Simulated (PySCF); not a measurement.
# F6Mn (MnF6): the cost of one run

Computed with PySCF 2.14.0 and routines of our own; the level stands in each step. Atoms count from 0.

## (1) The starting structure

7 atoms, charge 0, states of the metal's open shell are computed; geometry from: model geometry, bond lengths from ionic radii.

## (2) Ligand-field states: state-averaged CASSCF

The job: settings as JSON, then the geometry in Å.

```
{"job": {"kind": "lf", "basis": {"metal": "x2c-TZVPall", "ligand": "x2c-SVPall"}, "nevpt": true}, "charge": 0, "metal": "Mn", "open_shell": "d1"}
Mn     0.000000     0.000000     0.000000
F      0.000000     0.000000     1.675000
F      0.000000     0.000000    -1.675000
F      1.675000     0.000000     0.000000
F     -1.675000     0.000000     0.000000
F      0.000000     1.675000     0.000000
F     -0.000000    -1.675000     0.000000
```

With the program's defaults for keys left out, this is: state-averaged CASSCF of the metal d shell, SC-NEVPT2 on the averaged canonical orbitals, state-interaction spin-orbit coupling.

On the command line:

```bash
OMP_NUM_THREADS=1 python lf_run.py task.json out
```

The driver reads the jobs from task.json and runs them one after another.

Q: Estimate the wall time and peak memory of this first job on 1 thread of Arm Neoverse V1, shared host.

About 8.1 s, with a peak of 0.3 GiB.
